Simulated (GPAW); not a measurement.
Runs of GPAW 26.7.0 on CaO. Symmetry: Fm-3m, No. 225, cubic system. Conventional cell: a = 4.815 Å, b = 4.815 Å, c = 4.815 Å, α = 90.00°, β = 90.00°, γ = 90.00°. Ca (site symmetry m-3m) has 6 O at 2.41 Å as nearest neighbours. O (site symmetry m-3m) is surrounded by 6 Ca at 2.41 Å. The cell was built by a generator and isn't the measured one.

```tsv
task	level	potentials or basis	band path	band points	gap on the mesh (eV)	pressure (GPa)
band structure	LDA	the program's PAW data sets (release 1.2.1) made for this functional, pw	GXWKGLUWLK,UX	100	3.53	-10.2
band structure	PBE	GPAW PAW data sets (gpaw-data 1.2.1), pw	GXWKGLUWLK,UX	100	3.69	(c)
single point	TB-mBJ	GPAW PAW data sets for LDA (gpaw-data 1.2.1), pw	-	-	5.33	-
band structure	r2SCAN	GPAW PAW data sets (gpaw-data 1.2.1), pw	GXWKGLUWLK,UX	80	(a)	(b)
band structure	GLLB-SC	the program's PAW data sets (release 1.2.1) made for this functional, pw	GXWKGLUWLK,UX	60	7.32	-
```

Alike in all rows: no spin polarisation; cell as given; k mesh 8 × 8 × 8; cutoff (eV) 600; smearing fermi-dirac 0.05 eV.

Q: Fill in the values left out.

A: (a) 4.24; (b) -3.7; (c) -1.7.

Caveats: the cutoff is short for stress and forces, so pressures can be off by a GPa or more (some runs); a model potential gives levels but no total energy (some runs); the PAW data sets were made with another functional, which shifts forces and pressure a little (some runs); the GLLB-SC gap is the Kohn-Sham gap of the path plus the derivative discontinuity (some runs).

A k mesh can miss the band edges.

Not every run made on this cell is shown here.
